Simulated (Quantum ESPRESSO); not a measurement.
## Ti3Se under changes of volume

One of the cells (17.581 Å³/atom); the others are scaled copies at fixed shape and fractional positions:

```
Se Ti
1.0
     3.19745    0.00000    0.00000
    -1.59872    2.76907    0.00000
     0.00000    0.00000    7.94275
Se Ti
1 3
Direct
  0.00000 0.00000 0.00000
  0.66667 0.33333 0.50000
  0.33333 0.66667 0.77290
  0.33333 0.66667 0.22710
```

The cell comes from a database or a generator and needn't be the stable form of this composition.

* Program: Quantum ESPRESSO 7.5
* Functional: LDA
* Potentials or basis: GBRV 1.5 LDA
* Cutoff: 612 eV
* Density cutoff: 4898 eV
* k mesh: 10 × 10 × 4
* Occupations: fermi-dirac, width 0.05 eV
* Spin: no spin polarisation

| volume (Å³/atom) | energy over the lowest point (meV/atom) | pressure (GPa) | largest force (eV/Å) |
| --- | --- | --- | --- |
| 16.526 | 0.00 | -0.9 | 0.105 |
| 16.878 | ? | ? | ? |
| 17.230 | 15.17 | -5.8 | 0.041 |
| 17.581 | 30.29 | -7.9 | 0.102 |
| 17.933 | 49.78 | -9.8 | 0.156 |
| 18.284 | 73.15 | -11.5 | 0.203 |
| 18.636 | 100.03 | -13.0 | 0.245 |

**Question.** What does the run at 16.878 Å³/atom give?

**Answer.** Energy over the lowest point 4.88 meV/atom; pressure -3.5 GPa; largest force 0.028 eV/Å.

Worked out: A Birch-Murnaghan fit of order 3 (a polynomial in V^(-2/3)) to the other rows has its minimum at 16.41 Å³/atom, just outside them, with B0 = V·E''(V) = 133 GPa and B' = 4.2 at fixed shape and positions, which overstates the stiffness. It gives 4.87 meV/atom at 16.878 Å³/atom, against the run's 4.88, and -dE/dV = -3.5 GPa, against -3.5.

Energies are extrapolated to zero smearing.
